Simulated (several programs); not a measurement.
Many methods on one cell: Ba2SeO (ordering on rocksalt)

Ba2SeO as one 4-atom ordering (P4/mmm) on the rocksalt lattice, relaxed with r2SCAN in Ansatz, was computed with several methods. The symmetry is P4/mmm (No. 123, tetragonal); a = 4.401 Å, c = 6.235 Å in the conventional setting, 30.19 Å³ an atom. O has 6 Ba at 3.11–3.12 Å; Ba has 4 Se at 3.11 Å and 2 O at 3.12 Å; Se has 6 Ba at 3.11–3.12 Å; Ba has 4 O at 3.11 Å and 2 Se at 3.12 Å. Spin-unpolarised throughout. Whether this structure exists isn't addressed.

Space group P4/mmm (No. 123). a = 4.401 Å, b = 4.401 Å, c = 6.235 Å, α = 90.00°, β = 90.00°, γ = 90.00°
```csv
atom,site,symmetry,x,y,z
O,1a,4/mmm,0.0000,0.0000,0.0000
Ba,1b,4/mmm,0.0000,0.0000,0.5000
Se,1d,4/mmm,0.5000,0.5000,0.5000
Ba,1c,4/mmm,0.5000,0.5000,0.0000
```

Gaps and times are for a single point on this cell; volume and bulk modulus come from each method's own relaxation or energy curve at fixed shape, which is too stiff where a cell has free coordinates or axes. Times are rough, from shared hosts (Arm Neoverse V1), and each method has its own mesh and cell size. A dagger marks a closed or tiny gap in a crystal that DFT finds insulating: a failure of the method or a wrong SCF state. A double dagger marks a value from a curve with shape and coordinates held. PM6 (MOPAC), PM7 (MOPAC), GFN2-xTB (tblite) treat a cluster of cells at its zone centre, which samples few k points: where these miss a band edge, the gap comes out too large for that reason alone. Gaps from k meshes are read at a limited set of points (mesh, symmetry points, PBE's band edges), so each method's own least gap may be somewhat smaller. xTB and the PM methods were fitted mostly to molecules, and can miss a solid's gap by electronvolts. Minimal bases can be far off for gaps. Times of the plane-wave ladder aren't listed, since it ran on unlike processors and cards. GLLB-SC's gap includes the derivative discontinuity. G0W0 is at finite bands, cutoff and mesh. d marks a direct gap, i an indirect one (no mark: not told apart), a dash a value that wasn't computed or didn't pass its checks.

```tsv
method	kind	gap (eV)	own volume (Å³/atom)	bulk modulus (GPa)	atoms computed	processor time
light PBE (260 eV and a coarse mesh)	light plane-wave	1.41 d	–	–	4	1.6 s
GFN2-xTB (tblite)	tight binding	0.01†	–	–	cluster	3.4 s
PM7 (MOPAC)	semi-empirical	2.49	–	–	cluster	5.6 s
PBE	semilocal	1.48 d	30.45	44‡	4	–
PBE/SZV (CP2K)	small basis	0.01†	–	–	4	14 s
PM6 (MOPAC)	semi-empirical	2.95	–	–	cluster	19 s
PBE/DZVP (CP2K)	small basis	1.71 d	31.27‡	44‡	4	21 s
r2SCAN	semilocal	1.81 d	30.19	47‡	4	–
GLLB-SC (GPAW)	model potential	3.88	–	–	4	53 s
PBE+SOC	semilocal	1.45 d	–	–	4	–
PBE/single zeta (GPAW)	small basis	1.37 d	–	–	4	2.1 min
HSE06	hybrid	2.53 d	–	–	4	–
PBE0	hybrid	3.25 d	–	–	4	–
G0W0@r2SCAN (140 eV screening cutoff)	many-body	2.35	–	–	4	–
G0W0@HSE06 (140 eV screening cutoff)	many-body	2.68	–	–	4	–
G0W0@PBE (210 eV screening cutoff)	many-body	2.29	–	–	4	–
```

Against HSE06 (2.53 eV) and with closed or daggered gaps left aside, the nearest gap at the points sampled is that of PM7 (MOPAC) (-0.04 eV) and the farthest that of GLLB-SC (GPAW) (+1.35 eV). HSE06 is only a yardstick of convenience, and nearness to it can be luck.

Volumes against r2SCAN's: PBE +0.8 %.

Runs without a result: GFN1-xTB (tblite) (single point).

Only the rows marked +SOC include spin-orbit coupling.
